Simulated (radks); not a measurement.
**Ru⁺ in [Kr] 4d7: an all-electron calculation**

The task here is to estimate one member of a computed series from the others.

Method: non-relativistic Kohn-Sham, Tao-Mo meta-GGA, spin-unpolarised, spherical densities, point nucleus. Code: radks (a radial shooting solver on a logarithmic mesh, Libxc functionals) version 1.

## What is computed

```
element       : ruthenium (Z = 44)
charge        : +1
electrons     : 43
configuration : [Kr] 4d7
```

The outer shells:

Ru⁺
```
[Kr] core
4d [↑↓][↑↓][↑ ][↑ ][↑ ]
```

The first run:

Settings of this run:

```text
Z 44
configuration [Kr] 4d7
relativity non-relativistic
functional tm,tm
spin unpolarised
nucleus point
```

The run is started by

```bash
> python run_ks.py task.json out
```

The same process makes all the runs of this session.

Among the steps run: Self-consistent calculation.

One table of the session follows, with a row left open; its other results are not shown here.

It belongs to the step «Radial structure». Sizes of the orbitals, from the radial functions (bohr):

```
level      <r>  outermost maximum (interpolated)  90 % within  nodes
   1s  0.03461                            0.0229       0.0616      0
   2s   0.1508                             0.128        0.232      1
   2p   0.1292                             0.100        0.210      0
   3s        ?                                 ?            ?      ?
   3p   0.4080                             0.360        0.614      1
   3d   0.3836                             0.302        0.609      0
   4s    1.052                             0.941         1.53      3
   4p    1.144                             0.995         1.69      2
   4d    1.621                              1.20         2.63      1
```

Q: Estimate the row for 3s from the others.

**Answer.** <r>: 0.4141; outermost maximum (interpolated): 0.373; 90 % within: 0.610; nodes: 2. In the column «<r>» it lies between 3p (0.4080) and 4s (1.052).

Limits of these values: Relativity is left out here, which matters for elements this heavy. Spin polarisation and multiplet splitting are left out.
